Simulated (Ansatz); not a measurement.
# SbS: from a guess to a relaxed structure

Aim: relax a trial structure of SbS and see where it ends.

Computed with Ansatz 0.2.0 (DFT PBE, scalar-relativistic, plane waves, PAW, unless a step's input says otherwise).

1 further run of the same task is left out (for a known fault of the program).

### Step 1. The system as given

It takes space group I4/mmm (No. 139, tetragonal). Conventional cell: a = 5.276 Å, b = 5.276 Å, c = 4.618 Å, α = 90.00°, β = 90.00°, γ = 90.00°. Sb (site symmetry 4/mmm) has 2 S at 2.31 Å as nearest neighbours. S (site symmetry 4/mmm) is surrounded by 2 Sb at 2.31 Å.

Coordinates:

```
CELL_PARAMETERS angstrom
-2.63811 2.63811 2.30881
2.63811 -2.63811 2.30881
2.63811 2.63811 -2.30881
ATOMIC_POSITIONS crystal
Sb 0.00000 0.00000 0.00000
S 0.50000 0.50000 0.00000
```

A structure generator made this guess: random cell by space group and Wyckoff sites (I4/mmm, No. 139). The dimensions are guesses.

### Step 2. Probe: one point on a coarse mesh

The input, input.yaml:

```yaml
crystal:
  lattice:
    - [-2.63810983, 2.63810983, 2.30880551]
    - [2.63810983, -2.63810983, 2.30880551]
    - [2.63810983, 2.63810983, -2.30880551]
  atoms:
    - { symbol: Sb, position: [0.0, 0.0, 0.0] }
    - { symbol: S, position: [0.5, 0.5, 0.0] }
basis:
  ecutwfc: 420
kpoints:
  mp_grid: { grid: [6, 6, 6] }
hamiltonian:
  xc: pbe
scf:
  occupations: { method: gaussian, width: 0.1 }
  lower_state_search: "off"
output:
  forces: true
  stress: true
  eigenvalues: true
```

Launch:

```
> ansatz run input.yaml --threads 1 --pin off --max-ram 2560MiB --backend cpu --events-out ev --progress --plain --runs-dir out
```

Further runs follow: rough relaxation on the coarse mesh; full relaxation.

Q: Predict the outcome of this session. Wanted: conventional cell; volume; energy over the elements; gap on the mesh.

**Answer**, as computed:

```
                              quantity                                                                      value
symmetry at the end (tolerance 0.05 Å)                                                space group Fm-3m (No. 225)
                     conventional cell  a = 5.785 Å, b = 5.785 Å, c = 5.785 Å, α = 90.00°, β = 90.00°, γ = 90.00°
                                volume                                                              24.20 Å³/atom
              energy over the elements                                                              +0.08 eV/atom
                       gap on the mesh                                                               none (metal)
```

The symmetry goes from space group I4/mmm (No. 139) to space group Fm-3m (No. 225) (read at 0.05 Å; 0.001 Å gives I4/mmm (No. 139)), and the volume per atom shrinks by 24.7 % from the first guess. With a positive formation energy it can't be a ground state. No finished test with a distortion of lower symmetry is shown, so the end may be a saddle point. The runs treat Sb without spin-orbit coupling. The final runs have no spin polarisation, so no magnetic state was tried and one may lie lower.
